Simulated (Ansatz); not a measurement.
# CH5BOSi: ionisation energy by level of theory

An exercise on one series of results from a longer session: the logs are not shown, and one member is left open.

Computed with Ansatz 0.2.0, Gaussian basis. Level: unrestricted cation, the program's frozen cores in correlated methods.

Levels to be run: UKS PBE-D4/def2-TZVPP; UKS r2SCAN-D4/def2-TZVPP; UKS PBE0-D4/def2-TZVPP; UKS B3LYP-D4/def2-TZVPP; UKS wB97X-V/def2-TZVPP; UKS wB97M-V/def2-TZVPP; UKS B2PLYP/def2-TZVPP; UHF-MP2/def2-TZVPP; UHF-MP2/def2-QZVPP; then −ε(HOMO) from the neutral's earlier runs with LDA (SPW92), PBE-D4, revPBE-D4, BLYP-D4, r2SCAN-D4, B97M-V, PBE0-D4, B3LYP-D4, r2SCANh-D4, r2SCAN0-D4, HSE06-D4, BHLYP-D4, CAM-B3LYP-D4, LC-ωPBE, ωB97X-V, ωB97M-V.

1 further run of the same task is left out (it didn't finish).

## The relaxed structure

All runs share one geometry, relaxed beforehand with PBE0-D4 in a triple-zeta def2 set.

SMILES `B[SiH2]C=O`, 9 atoms, charge 0, spin multiplicity 1.

Atoms are counted from 1 here; the program's logs count them from 0.

Bond lengths: B1–Si2 2.006 Å, B1–H5 1.196 Å, B1–H6 1.194 Å, Si2–C3 1.933 Å, Si2–H7 1.484 Å, Si2–H8 1.495 Å, C3–O4 1.202 Å, C3–H9 1.118 Å. Angles: Si2–B1–H5 119.1°, Si2–B1–H6 123.0°, H5–B1–H6 117.9°, B1–Si2–C3 108.4°, B1–Si2–H7 117.0°, B1–Si2–H8 106.3°, C3–Si2–H7 108.9°, C3–Si2–H8 105.6°, H7–Si2–H8 110.1°, Si2–C3–O4 123.6°, Si2–C3–H9 116.8°, O4–C3–H9 119.6°.

As a file:

| atom | x (Å) | y (Å) | z (Å) |
| --- | --- | --- | --- |
| B1 | -0.95012 | 0.84996 | -1.07314 |
| Si2 | 0.61078 | -0.20603 | -0.38654 |
| C3 | 0.33063 | -0.55365 | 1.49447 |
| O4 | 1.02280 | -0.09840 | 2.36580 |
| H5 | -2.05763 | 0.51818 | -0.76699 |
| H6 | -0.82879 | 1.79943 | -1.78688 |
| H7 | 1.95806 | 0.38756 | -0.57073 |
| H8 | 0.54199 | -1.54092 | -1.05588 |
| H9 | -0.53923 | -1.20244 | 1.76290 |

Set-up of the first run:

The input, in.yaml:

```yaml
crystal:
  periodic: [false, false, false]
  atoms:
    - {symbol: B, position_ang: [-0.950116, 0.849962, -1.073142]}
    - {symbol: Si, position_ang: [0.610784, -0.206031, -0.386539]}
    - {symbol: C, position_ang: [0.330634, -0.553651, 1.494472]}
    - {symbol: O, position_ang: [1.022800, -0.098396, 2.365799]}
    - {symbol: H, position_ang: [-2.057631, 0.518183, -0.766995]}
    - {symbol: H, position_ang: [-0.828791, 1.799433, -1.786879]}
    - {symbol: H, position_ang: [1.958063, 0.387565, -0.570734]}
    - {symbol: H, position_ang: [0.541989, -1.540923, -1.055879]}
    - {symbol: H, position_ang: [-0.539232, -1.202441, 1.762897]}
basis:
  gaussian: {orbitals: def2-TZVPP}
total_charge: 1
magnetization: {spin_polarized: true, initial_magnetization: 1}
hamiltonian: {xc: pbe, dispersion: d4}
```

Among the steps run: Cation, UKS PBE-D4/def2-TZVPP; Cation, UKS r2SCAN-D4/def2-TZVPP; Cation, UKS PBE0-D4/def2-TZVPP; Cation, UKS B3LYP-D4/def2-TZVPP; Cation, UKS wB97X-V/def2-TZVPP; Cation, UKS wB97M-V/def2-TZVPP; Cation, UKS B2PLYP (frozen core)/def2-TZVPP; Cation, UHF-MP2/def2-TZVPP; Cation, UHF-MP2/def2-QZVPP.

One of the session's tables, all rows but one given; the rest of the session is left out.

It belongs to the step «Ionisation energies side by side». Orbital estimates, from the neutral's runs:

```
  functional  −ε(HOMO) (eV)
 LDA (SPW92)           5.88
      PBE-D4           5.73
   revPBE-D4           5.67
     BLYP-D4           5.62
   r2SCAN-D4           5.93
      B97M-V           6.09
     PBE0-D4           7.04
    B3LYP-D4           6.83
  r2SCANh-D4              ?
  r2SCAN0-D4           7.21
    HSE06-D4           6.64
    BHLYP-D4           8.39
CAM-B3LYP-D4           8.40
     LC-ωPBE           9.65
     ωB97X-V           9.36
     ωB97M-V           9.28
```

**Question.** Estimate the row for r2SCANh-D4.

Worked estimate for «−ε(HOMO) (eV)». Against the share of exact exchange, r2SCAN-D4 (0, 5.93), r2SCAN0-D4 (0.25, 7.21) give a slope of 5.12 per unit share; at 0.1 the line stands at 6.44.

As computed: −ε(HOMO) (eV): 6.43. In «−ε(HOMO) (eV)» the line misses by +0.01.
